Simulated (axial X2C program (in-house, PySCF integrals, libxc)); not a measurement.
# NHfN: bond lengths and stretches, held linear

The task here is to estimate one member of a computed series from the others.

Computed with an in-house X2C program for linear molecules on PySCF integrals. Level: all-electron X2C, two-component (2c) or spin-free, N dyall-av3z, Hf dyall-v3z.

All values are calculated.

2 further runs of the same task are left out: 2 set aside as unsound or not needed.

The first run:

The input, task.json:

```json
{"zs": [7, 72, 7], "q": 0, "bas": ["dyall-av3z", "dyall-v3z", "dyall-av3z"], "r0": [1.88, 1.88], "symm": 1, "scan": ["PBE0", "HF", "B3LYP"], "levels": ["PBE0", "HF", "r2SCAN"], "nst": 2}
```

Keys: zs atomic numbers; q charge; bas basis sets; r0 starting distance in Å; symm equal bonds; scan levels of the two-bond scan; levels methods; nst determinants followed.

On the command line:

```
> python solin.py task.json out
```

Masses N 14.003, Hf 179.947, N 14.003 u.

Steps of the session up to this table: Scan at PBE0, 2c; Scan at HF, 2c; Scan at B3LYP, 2c.

One table of the session follows, with a row left open; its other results are not shown here.

| level | r(N–Hf) (Å) | r(Hf–N) (Å) | lower stretch (cm⁻¹) | upper stretch (cm⁻¹) |
| --- | --- | --- | --- | --- |
| PBE0, 2c | 1.750 | 1.750 | 860.3 | 896.7 |
| HF, 2c | 1.729 | 1.729 | 721.6 | 864.3 |
| B3LYP, 2c | 1.767 | 1.767 | 837.4 | 869.0 |
| PBE0, spin-free | ? | ? | ? | ? |
| B3LYP, spin-free | 1.770 | 1.770 | 840.1 | 870.5 |

**Question.** Estimate the row for PBE0, spin-free.

The run gave: r(N–Hf) (Å): 1.752; r(Hf–N) (Å): 1.752; lower stretch (cm⁻¹): 863.4; upper stretch (cm⁻¹): 897.5. In the column «r(N–Hf) (Å)» it lies between PBE0, 2c (1.750) and B3LYP, 2c (1.767).

Scans not shown above were run alike.

The molecule was held linear; bending was not examined, so a bent shape may lie lower.
